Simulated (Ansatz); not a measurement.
# TaTe (zincblende): equation of state and elastic constants

Aim: the bulk modulus of TaTe (zincblende) from energies at several volumes around the relaxed one, then the elastic tensor. This structure was made by substitution into a known type, so it needn't be the compound's stable form.

Method: DFT PBEsol, scalar-relativistic, plane waves, PAW, in Ansatz 0.2.0.

## (1) The starting structure

Symmetry: F-43m, No. 216, cubic system. Conventional cell: a = 6.234 Å, b = 6.234 Å, c = 6.234 Å, α = 90.00°, β = 90.00°, γ = 90.00°. Ta (site symmetry -43m) has 4 Te at 2.70 Å as nearest neighbours. Around Te (site symmetry -43m) lie 4 Ta at 2.70 Å.

Coordinates:

```
Ta Te
1.0
     0.00000    3.11685    3.11685
     3.11685    0.00000    3.11685
     3.11685    3.11685    0.00000
Ta Te
1 1
Direct
  0.00000 0.00000 0.00000
  0.25000 0.25000 0.25000
```

An earlier run at PBEsol left this cell at 30.280 Å³/atom and -0.01 GPa (8×8×8 mesh).

Volume factors to run: 0.980, 1.020, 0.960, 1.040.

## (2) At 0.980 of the relaxed volume

input.yaml reads:

```yaml
crystal:
  lattice:
    - [0.0, 3.0959343239, 3.0959343239]
    - [3.0959343239, 0.0, 3.0959343239]
    - [3.0959343239, 3.0959343239, 0.0]
  atoms:
    - { symbol: Ta, position: [0.0, 0.0, 0.0], spin: 1.29 }
    - { symbol: Te, position: [0.25, 0.25, 0.25] }
basis:
  ecutwfc: 420
  ecutrho_ratio: 4
kpoints:
  mp_grid: { grid: [8, 8, 8] }
hamiltonian:
  xc: pbesol
scf:
  occupations: { method: gaussian, width: 0.05 }
output:
  forces: true
  stress: true
  eigenvalues: true
  populations: true
magnetization:
  spin_polarized: true
```

Further steps of the session: Volume × 1.020; Scaling the volume by 0.960; Scaling the volume by 1.040; Elastic constants, atoms relaxed.

**Question.** What will these runs give? Wanted: fit; C11, C12, C44.

As calculated:

| quantity | value |
| --- | --- |
| fit | poor, no modulus quoted |
| C11, C12, C44 | 74, 82, 1 GPa |

**Reading.** The points don't follow one smooth curve, or give an unlikely pressure derivative, as when the electronic state or the structure changes between volumes; no modulus is quoted. The tensor has a negative eigenvalue (-7 GPa), so the cell is mechanically unstable at this level. These are values at 0 K without zero-point motion. Spin–orbit coupling is left out, though the cell holds Ta; in elements this heavy it can shift levels and gaps by tenths of an eV.
